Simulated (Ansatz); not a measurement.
**BrHSi: molecular dynamics**

The plan is to follow the molecule's vibrations and see whether its bonds hold. The start is relaxed first. Runs: 150 steps of 0.5 fs at constant energy, with velocities drawn for 500 K; 150 steps of 0.25 fs at constant energy, with velocities drawn for 400 K. SMILES of the start: [SiH]Br.

Method: RKS PBE0-D4/def2-SVP, in Ansatz 0.2.0.

**1. The structure to begin with**

Bond lengths: Si1–Br2 2.165 Å, Si1–H3 1.466 Å. Angles: Br2–Si1–H3 113.6°.

Coordinates:

```xyz
3

Si   -0.5041    0.3919   -0.2418
Br    1.3811    0.5231    0.8154
H    -0.8879   -0.9799   -0.5869
```

**2. Preparing the start**

Input file input.yaml:

```yaml
crystal:
  periodic: [false, false, false]
  atoms:
    - { symbol: Si, position_ang: [-0.5041, 0.3919, -0.2418] }
    - { symbol: Br, position_ang: [1.3811, 0.5231, 0.8154] }
    - { symbol: H, position_ang: [-0.8879, -0.9799, -0.5869] }
basis:
  gaussian: { orbitals: def2-SVP }
hamiltonian:
  xc: pbe0
  dispersion: d4
relax:
  f_tol: 0.02
  max_steps: 40
scf:
  lower_state_search: "off"
output:
  orbitals: {}
```

On the command line:

```sh
ansatz run input.yaml --threads 1 --pin off --max-ram 2048MiB --backend cpu --events-out ev --progress --plain --runs-dir out
```

Log, cut to the lines that bear on the results:

```text
Warning: RAYON_NUM_THREADS=1 ignored (pool sized by the plan → 1); use --threads N
[...]
Functional definition: PBE0
[...]
555 factors; integrals over basis functions are off by at most 3.0e-4 eV
[...]
mean field -77916.93542097 eV, -2863.3945627250 hartree, gradient 4.5e-6 eV, S^2 0.000000; 0 other end points of the search recorded, 0 dependent functions left out
[...]
reference -77916.93544069 eV, -2863.3945634495 hartree; 25, 25 occupied and 30, 30 virtual orbitals, 555 factors
relax step   1: F+E_penalty+E_count = -77916.98333114 eV  Δ(F+E_penalty+E_count) = +0.000e0 eV  max|allowed force component| = 2.255e0 eV/Å  Δτ_max = 0.0000 Å  (13 SCF iters, accepted)
[...]
relax step   3: F+E_penalty+E_count = -77917.33843631 eV  Δ(F+E_penalty+E_count) = -3.786e-3 eV  max|allowed force component| = 5.780e-2 eV/Å  Δτ_max = 0.0101 Å  (18 SCF iters, accepted)
[...]
relax step   4: F+E_penalty+E_count = -77917.33856560 eV  Δ(F+E_penalty+E_count) = -1.293e-4 eV  max|allowed force component| = 4.539e-3 eV/Å  Δτ_max = 0.0040 Å  (14 SCF iters, accepted)
Total energy: -77917.33858524 eV, -2863.4093787388 hartree
Atom 0 at    -0.624203     0.523652    -0.295625 Å, force    -0.002277    -0.001122    -0.001370 eV/Å
Atom 1 at     1.346238     0.405280     0.784709 Å, force     0.004539     0.001451     0.002655 eV/Å
Atom 2 at    -0.732935    -0.993832    -0.502384 Å, force    -0.002262    -0.000330    -0.001285 eV/Å
Dipole moment:    -0.173994    -0.060900    -0.102285 e Å
Checks for a lower state left out: stability, starts, cluster_reference, orbital_swaps, neighbouring_geometries, increment
```

It took 3.4 s on 1 thread of Intel Xeon Platinum 8375C at 2.90GHz (Ice Lake), shared host; peak memory 0.12 GiB.

Step by step:

```
step  energy from step 1 (eV)  largest force component (eV/Å)
   1                   0.0000                          2.2549
   2                  -0.3513                          0.3353
   3                  -0.3551                          0.0578
   4                  -0.3552                          0.0045
```

Step 1 is the start.

After: Bond lengths: Si1–Br2 2.250 Å, Si1–H3 1.535 Å. Angles: Br2–Si1–H3 94.3°.

**3. Run 1**

150 steps of 0.5 fs at constant energy, with velocities drawn for 500 K, from the relaxed start.

Input file input.yaml:

```yaml
crystal:
  periodic: [false, false, false]
  atoms:
    - { symbol: Si, position_ang: [-0.624203, 0.523652, -0.295625] }
    - { symbol: Br, position_ang: [1.346238, 0.40528, 0.784709] }
    - { symbol: H, position_ang: [-0.732935, -0.993832, -0.502384] }
basis:
  gaussian: { orbitals: def2-SVP }
hamiltonian:
  xc: pbe0
  dispersion: d4
md:
  timestep: 0.5
  n_steps: 150
  ensemble: nve
  temperature: 500.0
  initial_velocities: maxwell_boltzmann
  seed: 921000
scf:
  lower_state_search: "off"
```

On the command line:

```sh
ansatz run input.yaml --threads 1 --pin off --max-ram 2048MiB --backend cpu --events-out ev --progress --plain --runs-dir out
```

Log, cut to the lines that bear on the results:

```text
Warning: RAYON_NUM_THREADS=1 ignored (pool sized by the plan → 1); use --threads N
[...]
[... 1 set-up line as earlier in the session ...]
[...]
558 factors; integrals over basis functions are off by at most 2.1e-4 eV
[...]
mean field -77917.29036580 eV, -2863.4076067067 hartree, gradient 5.2e-6 eV, S^2 0.000000; 0 other end points of the search recorded, 0 dependent functions left out
[...]
reference -77917.29038541 eV, -2863.4076074273 hartree; 25, 25 occupied and 30, 30 virtual orbitals, 558 factors
md step     0: t =     0.00 fs  T =   500.0 K  F+E_penalty+E_count = -77917.33856174 eV  E_kin = 0.064630 eV  conserved = -77917.27393174 eV  (14 SCF iters)
[...]
md step    19: t =     9.50 fs  T =   107.8 K  F+E_penalty+E_count = -77917.28781077 eV  E_kin = 0.013937 eV  conserved = -77917.27387372 eV  (14 SCF iters)
[...]
md step    38: t =    19.00 fs  T =   312.6 K  F+E_penalty+E_count = -77917.31432341 eV  E_kin = 0.040410 eV  conserved = -77917.27391297 eV  (14 SCF iters)
[...]
md step    57: t =    28.50 fs  T =   141.2 K  F+E_penalty+E_count = -77917.29212714 eV  E_kin = 0.018254 eV  conserved = -77917.27387333 eV  (13 SCF iters)
[...]
md step    74: t =    37.00 fs  T =   225.2 K  F+E_penalty+E_count = -77917.30298334 eV  E_kin = 0.029108 eV  conserved = -77917.27387539 eV  (13 SCF iters)
md step    75: t =    37.50 fs  T =   248.9 K  F+E_penalty+E_count = -77917.30604632 eV  E_kin = 0.032170 eV  conserved = -77917.27387641 eV  (13 SCF iters)
```

**4. More of the same log: dynamics from the start**

The log, continued, cut to the lines that bear on the results:

```text
md step    76: t =    38.00 fs  T =   274.1 K  F+E_penalty+E_count = -77917.30931446 eV  E_kin = 0.035436 eV  conserved = -77917.27387850 eV  (13 SCF iters)
[...]
md step    94: t =    47.00 fs  T =   401.4 K  F+E_penalty+E_count = -77917.32579751 eV  E_kin = 0.051891 eV  conserved = -77917.27390670 eV  (14 SCF iters)
[...]
md step   112: t =    56.00 fs  T =    63.2 K  F+E_penalty+E_count = -77917.28202555 eV  E_kin = 0.008168 eV  conserved = -77917.27385707 eV  (13 SCF iters)
[...]
md step   130: t =    65.00 fs  T =   379.3 K  F+E_penalty+E_count = -77917.32295743 eV  E_kin = 0.049033 eV  conserved = -77917.27392439 eV  (14 SCF iters)
[...]
md step   148: t =    74.00 fs  T =   125.2 K  F+E_penalty+E_count = -77917.29005616 eV  E_kin = 0.016182 eV  conserved = -77917.27387379 eV  (13 SCF iters)
[...]
md step   149: t =    74.50 fs  T =   125.0 K  F+E_penalty+E_count = -77917.29003760 eV  E_kin = 0.016164 eV  conserved = -77917.27387409 eV  (13 SCF iters)
[...]
md step   150: t =    75.00 fs  T =   126.9 K  F+E_penalty+E_count = -77917.29027578 eV  E_kin = 0.016403 eV  conserved = -77917.27387319 eV  (13 SCF iters)
Total energy: -77917.29029541 eV, -2863.4076041201 hartree
Atom 0 at    -0.606215     0.517262    -0.286275 Å, force    -0.590772     0.445258    -0.284339 eV/Å
Atom 1 at     1.341964     0.407118     0.782518 Å, force     0.239334    -0.301608     0.103488 eV/Å
Atom 2 at    -0.895294    -0.961519    -0.589222 Å, force     0.351438    -0.143650     0.180852 eV/Å
Dipole moment:    -0.117818    -0.087957    -0.073772 e Å
Checks for a lower state left out: stability, starts, cluster_reference, orbital_swaps, neighbouring_geometries, increment
```

Wall time 1.9 min (1 thread of Intel Xeon Platinum 8375C at 2.90GHz (Ice Lake), shared host); peak memory 0.12 GiB.

**5. The trajectory**

One step in 8; energies are changes from step 0:

```csv
time (fs),T (K),potential energy change (meV/atom),total energy change (meV/atom)
0.0,500,0.0,0.00
4.0,360,6.1,0.01
8.0,159,14.7,0.02
12.0,74,18.4,0.03
16.0,216,12.3,0.01
20.0,323,7.6,0.01
24.0,305,8.4,0.01
28.0,163,14.5,0.02
32.0,78,18.2,0.02
36.0,183,13.7,0.02
40.0,384,5.0,0.01
44.0,497,0.1,0.00
48.0,348,6.6,0.01
52.0,111,16.8,0.02
56.0,63,18.8,0.03
60.0,244,11.0,0.01
64.0,377,5.3,0.00
68.0,295,8.8,0.01
72.0,147,15.2,0.02
75.0,127,16.1,0.02
```

time (fs), T (K) and a bar:
```
      0.0        500 ##############################
      3.5        387 ######################
      6.5        225 ############
     10.0         95 ###
     13.0         89 ###
     16.5        239 #############
     19.5        319 ##################
     23.0        317 ##################
     26.0        250 #############
     29.5        105 ####
     32.5         84 ##
     36.0        183 #########
     39.0        328 ###################
     42.5        486 #############################
     45.5        465 ############################
     49.0        289 ################
     52.0        111 ####
     55.5         52 
     58.5        169 ########
     62.0        329 ###################
     65.0        379 ######################
     68.5        273 ###############
     71.5        158 #######
     75.0        127 #####
```

**6. Positions and forces**

Extended XYZ, with forces in eV/Å:

```xyz
3
time_fs=9.5 T=108 dE=0.0508
Si   -0.652    0.529   -0.310    0.663   -0.233    0.345
Br    1.354    0.403    0.789   -0.290    0.303   -0.132
H    -0.586   -0.993   -0.421   -0.373   -0.071   -0.213
3
time_fs=19.0 T=313 dE=0.0242
Si   -0.660    0.527   -0.315    0.653   -0.342    0.329
Br    1.359    0.404    0.791   -0.553    0.116   -0.295
H    -0.707   -1.011   -0.490   -0.101    0.227   -0.034
3
time_fs=28.0 T=163 dE=0.0436
Si   -0.651    0.520   -0.311    0.263    0.444    0.189
Br    1.358    0.406    0.791   -0.536   -0.200   -0.316
H    -0.896   -0.961   -0.590    0.273   -0.243    0.128
3
time_fs=37.5 T=249 dE=0.0325
Si   -0.633    0.521   -0.301   -0.070    0.013   -0.038
Br    1.351    0.406    0.788   -0.251   -0.206   -0.159
H    -0.883   -0.991   -0.586    0.322    0.193    0.197
3
time_fs=47.0 T=401 dE=0.0128
Si   -0.616    0.525   -0.291   -0.045    0.050   -0.020
Br    1.342    0.405    0.782    0.237    0.131    0.144
H    -0.647   -0.987   -0.454   -0.192   -0.181   -0.124
3
time_fs=56.0 T=63 dE=0.0565
Si   -0.602    0.528   -0.283   -0.225   -0.449   -0.168
Br    1.336    0.404    0.779    0.645    0.288    0.385
H    -0.552   -1.010   -0.404   -0.420    0.161   -0.217
3
time_fs=65.5 T=374 dE=0.0163
Si   -0.595    0.522   -0.280   -0.641    0.092   -0.346
Br    1.336    0.406    0.779    0.578   -0.085    0.312
H    -0.745   -0.991   -0.509    0.063   -0.007    0.034
3
time_fs=75.0 T=127 dE=0.0483
Si   -0.606    0.517   -0.286   -0.591    0.445   -0.284
Br    1.342    0.407    0.782    0.239   -0.302    0.103
H    -0.895   -0.962   -0.589    0.351   -0.144    0.181
```

Reading of run 1. The temperature starts at 500 K and averages 268 K in the second half, where it ranges from 43 to 498 K; a mean near half the start is what vibrations about a minimum give, since they share energy equally between motion and strain. The total energy strays from its start by at most 0.03 meV/atom, 0.3 % of the mean kinetic energy, which is good for a step of 0.5 fs. The bonding pattern survives the run.

**7. Run 2**

150 steps of 0.25 fs at constant energy, with velocities drawn for 400 K, starting from the last frame of an earlier run, with new velocities.

Input file input.yaml:

```yaml
crystal:
  periodic: [false, false, false]
  atoms:
    - { symbol: Si, position_ang: [-0.606215, 0.517262, -0.286275] }
    - { symbol: Br, position_ang: [1.341964, 0.407118, 0.782518] }
    - { symbol: H, position_ang: [-0.895294, -0.961519, -0.589222] }
basis:
  gaussian: { orbitals: def2-SVP }
hamiltonian:
  xc: pbe0
  dispersion: d4
md:
  timestep: 0.25
  n_steps: 150
  ensemble: nve
  temperature: 400.0
  initial_velocities: maxwell_boltzmann
  seed: 135606
scf:
  lower_state_search: "off"
```

On the command line:

```sh
ansatz run input.yaml --threads 1 --pin off --max-ram 2048MiB --backend cpu --events-out ev --progress --plain --runs-dir out
```

Log, cut to the lines that bear on the results:

```text
Warning: RAYON_NUM_THREADS=1 ignored (pool sized by the plan → 1); use --threads N
[...]
[... 1 set-up line as earlier in the session ...]
[...]
555 factors; integrals over basis functions are off by at most 3.5e-4 eV
[...]
mean field -77917.24225063 eV, -2863.4058385068 hartree, gradient 9.0e-6 eV, S^2 0.000000; 0 other end points of the search recorded, 0 dependent functions left out
[...]
reference -77917.24227029 eV, -2863.4058392296 hartree; 25, 25 occupied and 30, 30 virtual orbitals, 555 factors
md step     0: t =     0.00 fs  T =   400.0 K  F+E_penalty+E_count = -77917.29027494 eV  E_kin = 0.051704 eV  conserved = -77917.23857094 eV  (13 SCF iters)
[...]
md step    19: t =     4.75 fs  T =   130.7 K  F+E_penalty+E_count = -77917.25541516 eV  E_kin = 0.016896 eV  conserved = -77917.23851867 eV  (13 SCF iters)
[...]
md step    38: t =     9.50 fs  T =   440.2 K  F+E_penalty+E_count = -77917.29545028 eV  E_kin = 0.056897 eV  conserved = -77917.23855365 eV  (13 SCF iters)
[...]
md step    57: t =    14.25 fs  T =   599.8 K  F+E_penalty+E_count = -77917.31607662 eV  E_kin = 0.077527 eV  conserved = -77917.23854924 eV  (13 SCF iters)
[...]
md step    74: t =    18.50 fs  T =   555.5 K  F+E_penalty+E_count = -77917.31035907 eV  E_kin = 0.071799 eV  conserved = -77917.23856032 eV  (14 SCF iters)
md step    75: t =    18.75 fs  T =   523.5 K  F+E_penalty+E_count = -77917.30621697 eV  E_kin = 0.067663 eV  conserved = -77917.23855427 eV  (14 SCF iters)
```

**8. More of the same log: dynamics from the last frame of an earlier run**

Output, continued, cut to the lines that bear on the results:

```text
md step    76: t =    19.00 fs  T =   490.6 K  F+E_penalty+E_count = -77917.30195655 eV  E_kin = 0.063409 eV  conserved = -77917.23854804 eV  (13 SCF iters)
[...]
md step    94: t =    23.50 fs  T =   206.6 K  F+E_penalty+E_count = -77917.26525554 eV  E_kin = 0.026700 eV  conserved = -77917.23855593 eV  (13 SCF iters)
[...]
md step   112: t =    28.00 fs  T =    53.3 K  F+E_penalty+E_count = -77917.24540406 eV  E_kin = 0.006886 eV  conserved = -77917.23851840 eV  (13 SCF iters)
[...]
md step   130: t =    32.50 fs  T =   503.0 K  F+E_penalty+E_count = -77917.30358804 eV  E_kin = 0.065021 eV  conserved = -77917.23856716 eV  (13 SCF iters)
[...]
md step   148: t =    37.00 fs  T =   601.5 K  F+E_penalty+E_count = -77917.31629059 eV  E_kin = 0.077753 eV  conserved = -77917.23853726 eV  (13 SCF iters)
[...]
md step   149: t =    37.25 fs  T =   604.6 K  F+E_penalty+E_count = -77917.31668462 eV  E_kin = 0.078146 eV  conserved = -77917.23853905 eV  (13 SCF iters)
[...]
md step   150: t =    37.50 fs  T =   608.2 K  F+E_penalty+E_count = -77917.31715483 eV  E_kin = 0.078613 eV  conserved = -77917.23854156 eV  (13 SCF iters)
Total energy: -77917.31717442 eV, -2863.4085919055 hartree
Atom 0 at    -0.646588     0.522326    -0.308155 Å, force     0.367087     0.663274     0.267431 eV/Å
Atom 1 at     1.354747     0.405236     0.789419 Å, force    -0.408135    -0.048513    -0.230819 eV/Å
Atom 2 at    -0.783721    -0.953388    -0.526618 Å, force     0.041048    -0.614761    -0.036612 eV/Å
Dipole moment:    -0.207323    -0.082606    -0.122847 e Å
Checks for a lower state left out: stability, starts, cluster_reference, orbital_swaps, neighbouring_geometries, increment
```

It took 1.8 min on 1 thread of Intel Xeon Platinum 8375C at 2.90GHz (Ice Lake), shared host; peak memory 0.12 GiB.

**9. The trajectory**

One step in 6; energies are changes from step 0:

```csv
time (fs),T (K),potential energy change (meV/atom),total energy change (meV/atom)
0.0,400,0.0,0.00
1.5,259,6.1,0.01
3.0,119,12.1,0.02
4.5,115,12.3,0.02
6.0,250,6.5,0.01
7.5,388,0.5,0.00
9.0,440,-1.7,0.00
10.5,434,-1.5,0.01
12.0,453,-2.3,0.01
13.5,540,-6.0,0.01
15.0,656,-11.0,0.00
16.5,706,-13.2,0.00
18.0,614,-9.2,0.00
19.5,425,-1.1,0.01
21.0,275,5.4,0.02
22.5,223,7.7,0.01
24.0,194,8.9,0.00
25.5,125,11.9,0.01
27.0,57,14.8,0.01
28.5,71,14.2,0.02
30.0,199,8.7,0.01
31.5,390,0.4,0.01
33.0,545,-6.2,0.00
34.5,602,-8.7,0.00
36.0,598,-8.5,0.01
37.5,608,-9.0,0.01
```

time (fs), T (K) and a bar:
```
      0.0        400 ################
      1.8        231 ########
      3.2        106 ###
      5.0        150 #####
      6.5        302 ############
      8.2        426 #################
      9.8        439 ##################
     11.5        440 ##################
     13.0        504 #####################
     14.8        639 ###########################
     16.2        706 ##############################
     18.0        614 ##########################
     19.5        425 #################
     21.2        260 ##########
     22.8        219 ########
     24.5        175 ######
     26.0         98 ##
     27.8         50 
     29.2        122 ###
     31.0        325 #############
     32.5        503 #####################
     34.2        599 #########################
     35.8        599 #########################
     37.5        608 ##########################
```

**10. Frames from the trajectory**

Positions (Å) and forces (eV/Å):

```xyz
3
time_fs=4.8 T=131 dE=0.0349
Si   -0.615    0.515   -0.291   -0.338    1.249   -0.067
Br    1.345    0.407    0.784    0.051   -0.354   -0.006
H    -0.928   -0.910   -0.603    0.287   -0.895    0.073
3
time_fs=9.5 T=440 dE=-0.0052
Si   -0.627    0.520   -0.297   -0.230   -0.182   -0.145
Br    1.349    0.407    0.786   -0.148   -0.228   -0.104
H    -0.894   -1.005   -0.593    0.379    0.411    0.249
3
time_fs=14.0 T=580 dE=-0.0232
Si   -0.640    0.525   -0.304    0.162   -0.615    0.031
Br    1.352    0.405    0.788   -0.306   -0.044   -0.174
H    -0.793   -1.038   -0.540    0.144    0.658    0.143
3
time_fs=18.8 T=523 dE=-0.0159
Si   -0.652    0.526   -0.311    0.574    0.382    0.355
Br    1.355    0.404    0.789   -0.374    0.169   -0.191
H    -0.658   -0.965   -0.458   -0.200   -0.551   -0.164
3
time_fs=23.5 T=207 dE=0.0250
Si   -0.659    0.530   -0.315    0.793   -0.062    0.433
Br    1.357    0.403    0.790   -0.373    0.351   -0.173
H    -0.564   -0.978   -0.407   -0.419   -0.289   -0.260
3
time_fs=28.0 T=53 dE=0.0449
Si   -0.661    0.532   -0.315    0.891   -1.022    0.395
Br    1.357    0.403    0.790   -0.401    0.374   -0.186
H    -0.556   -1.042   -0.409   -0.489    0.648   -0.209
3
time_fs=32.8 T=525 dE=-0.0162
Si   -0.656    0.528   -0.313    0.674   -0.268    0.348
Br    1.356    0.404    0.790   -0.433    0.210   -0.220
H    -0.644   -1.001   -0.454   -0.241    0.058   -0.128
3
time_fs=37.5 T=608 dE=-0.0269
Si   -0.647    0.522   -0.308    0.367    0.663    0.267
Br    1.355    0.405    0.789   -0.408   -0.049   -0.231
H    -0.784   -0.953   -0.527    0.041   -0.615   -0.037
```

On run 2: The temperature starts at 400 K and averages 324 K in the second half, where it ranges from 49 to 608 K. The total energy strays from its start by at most 0.02 meV/atom, 0.1 % of the mean kinetic energy, which is good for a step of 0.25 fs. No bond forms or breaks.

**11. Results**

| quantity | value |
| --- | --- |
| relaxation of the start | 3 moves, 0.355 eV lower |
| run 1: length | 150 steps of 0.5 fs |
| run 1: temperature, first and last step | 500 and 127 K |
| run 1: temperature, second half | mean 268 K, from 43 to 498 K |
| run 1: potential energy, second half | +10 meV/atom from this run's first step |
| run 1: largest change of the total energy | 0.03 meV/atom |
| run 1: bonds formed or broken | 0 |
| run 2: length | 150 steps of 0.25 fs |
| run 2: temperature, first and last step | 400 and 608 K |
| run 2: temperature, second half | mean 324 K, from 49 to 608 K |
| run 2: potential energy, second half | +3 meV/atom from this run's first step |
| run 2: largest change of the total energy | 0.02 meV/atom |
| run 2: bonds formed or broken | 0 |

**Reading.** Mean temperatures of the second halves: 268 K, 324 K. No bond formed or broke in any run. Averages from a run of 38 fs with 3 atoms are rough. The nuclei move classically, without zero-point motion, which matters most for hydrogen.
